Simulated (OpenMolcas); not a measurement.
# Rh³⁺ among point charges: CASSCF and CASPT2 levels and susceptibility

Aim: the splitting of the states of Rh³⁺ in the field of 5 point charges, its lowest levels with spin-orbit coupling and its magnetic susceptibility.

The numbers are computed with OpenMolcas 26.06 (state-averaged CASSCF and CASPT2, spin-orbit coupling by RASSI with atomic mean-field integrals), except any that are marked as measured or tabulated.

### 1 The atom as given

* Species: Rh³⁺ (rhodium, Z = 45, 42 electrons)
* Basis: ANO-RCC-VDZP [6s5p3d1f], 43 functions
* Scalar Hamiltonian: DKH2, point nucleus
* Inactive shells: 1s 2s 2p 3s 3p 3d 4s 4p
* Active space: 6 electrons in 5 orbitals (4d)
* Some configurations of this space: 4d6
* Orbitals: optimised for each spin and parity, averaged over all roots

The outer shells:

4d6
```
4d [↑↓][↑ ][↑ ][↑ ][↑ ]
```

The ion sits among 5 point charges of -2 e arranged as a square pyramid (C4v), 1.89 Å from the ion, with the axial distance 2.079 Å.

Each step is its own input file, run in one work folder so that later steps find the files of earlier ones. Labels, J, g values, rates, χT and fits are worked out afterwards by a script from the matrices that RASSI stores.

### 2 Basis and integrals

Contents of a.inp:

```
&GATEWAY
Coord
1

Rh 0.0 0.0 0.0
Basis=ANO-RCC-VDZP
Group=NoSym
NoMove
AngMom=0.0 0.0 0.0
AMFI
XField
5 Angstrom 0
1.890000 0.000000 0.000000 -2.000000
0.000000 1.890000 0.000000 -2.000000
-1.890000 0.000000 0.000000 -2.000000
0.000000 -1.890000 0.000000 -2.000000
0.000000 0.000000 2.079000 -2.000000
&SEWARD
```

Run with:

```console
> OMP_NUM_THREADS=1 MOLCAS_MEM=1689 MOLCAS_PROJECT=a pymolcas a.inp > a.log
```

### 3 Reference wave functions, quintets, 5 roots

Contents of a.inp:

```
&RASSCF
FileOrb=start.orb
Symmetry=1
Spin=5
nActEl=6 0 0
Inactive=18
Ras2=5
CIRoot=5 5 1
SDav=5
CIMx=300
Iter=120 100
PrWF=0.3
OrbListing=Nothing
MaxOrb=0
>>> COPY $Project.JobIph JOB001
```

start.orb holds the contracted functions of the basis, ordered by shell, or the orbitals of the step before.

### 4 Reference wave functions, triplets, 45 roots

Contents of a.inp:

```
&RASSCF
FileOrb=start.orb
Symmetry=1
Spin=3
nActEl=6 0 0
Inactive=18
Ras2=5
CIRoot=45 45 1
SDav=45
CIMx=300
Iter=120 100
PrWF=0.3
OrbListing=Nothing
MaxOrb=0
>>> COPY $Project.JobIph JOB002
```

### 5 CASSCF: singlets, 50 roots

Contents of a.inp:

```
&RASSCF
FileOrb=start.orb
Symmetry=1
Spin=1
nActEl=6 0 0
Inactive=18
Ras2=5
CIRoot=50 50 1
SDav=50
CIMx=300
Iter=120 100
PrWF=0.3
OrbListing=Nothing
MaxOrb=0
>>> COPY $Project.JobIph JOB003
```

### 6 RASSI: spin-orbit coupling between the states

Contents of a.inp:

```
&RASSI
NrOfJobIphs=3 5 45 50
1 2 3 4 5
1 2 3 4 5 6 7 8 9 10 11 12 13 14 15 16 17 18 19 20 21 22 23 24 25 26 27
28 29 30 31 32 33 34 35 36 37 38 39 40 41 42 43 44 45
1 2 3 4 5 6 7 8 9 10 11 12 13 14 15 16 17 18 19 20 21 22 23 24 25 26 27
28 29 30 31 32 33 34 35 36 37 38 39 40 41 42 43 44 45 46 47 48 49 50
IphNames
JOB001
JOB002
JOB003
EJob
SpinOrbit
DIPRint=1.0
SOCoupling=1000.0
Subsets=2
Property=9
'ANGMOM' 1 'ANGMOM' 2 'ANGMOM' 3 'MLTPL  1' 1 'MLTPL  1' 2 'MLTPL  1' 3
'AMFI' 1 'AMFI' 2 'AMFI' 3
SOProperty=3
'ANGMOM' 1 'ANGMOM' 2 'ANGMOM' 3
```

### 7 CASPT2: IPEA 0.25, imaginary shift 0.1 (closed shells correlated: 4s 4p)

Contents of a.inp:

```
>>> COPY JOB001 $Project.JobIph
&CASPT2
Multistate=5 1 2 3 4 5
NoMult
Frozen=14
IPEA=0.25
Imaginary=0.1
MaxIter=60
WThr=0.0 0.3 0.05
PrWF=0.5
NoMix
>>> COPY JOB002 $Project.JobIph
&CASPT2
Multistate=45 1 2 3 4 5 6 7 8 9 10 11 12 13 14 15 16 17 18 19 20 21 22
23 24 25 26 27 28 29 30 31 32 33 34 35 36 37 38 39 40 41 42 43 44 45
NoMult
Frozen=14
IPEA=0.25
Imaginary=0.1
MaxIter=60
WThr=0.0 0.3 0.05
PrWF=0.5
NoMix
>>> COPY JOB003 $Project.JobIph
&CASPT2
Multistate=50 1 2 3 4 5 6 7 8 9 10 11 12 13 14 15 16 17 18 19 20 21 22
23 24 25 26 27 28 29 30 31 32 33 34 35 36 37 38 39 40 41 42 43 44 45 46
47 48 49 50
NoMult
Frozen=14
IPEA=0.25
Imaginary=0.1
MaxIter=60
WThr=0.0 0.3 0.05
PrWF=0.5
NoMix
```

(Steps that only read results are left out.)

What does the calculation give? Wanted: spin-free ground state; first state of the same spin within the active space; lowest level; next level.

**Answer**, as computed:

| quantity | value |
| --- | --- |
| method | SS-CASPT2, IPEA 0.25, imaginary shift 0.1 (closed shells correlated: 4s 4p) |
| spin-free ground state | quintet, 1-fold in its orbital part |
| first state of the same spin within the active space | quintet at 7550 cm⁻¹ |
| lowest level | 1-fold |
| next level | 93.4 cm⁻¹ |
| χT at 300 K | 3.46 cm³ K/mol |
| effective moment at 300 K | 5.26 μB |

Cost by method:

| method | time of its own steps | time with the reference |
| --- | --- | --- |
| A. CASSCF | 28 s | 28 s |
| B. SS-CASPT2, IPEA 0.25, imaginary shift 0.1, +4s 4p | 11 s | 39 s |

Times are of one thread on a shared host.

**Reading.** The spin-free ground state (quintet) comes to 100 % from free-ion D terms and keeps the highest spin of the shell. χT at 300 K is 3.46, against 3.01 cm³ K/mol for the spin alone, so orbital moment adds to it. An active space of the d shell alone favours high spin; real ions in strong fields can be low spin. The field of point charges can differ much from that of real complexes. With metal d orbitals alone active, the gaps between spin states are rough; where two lie within a few thousand cm-1, their order is open. Point charges carry no covalency, so the field is a model and not that of real ligands.
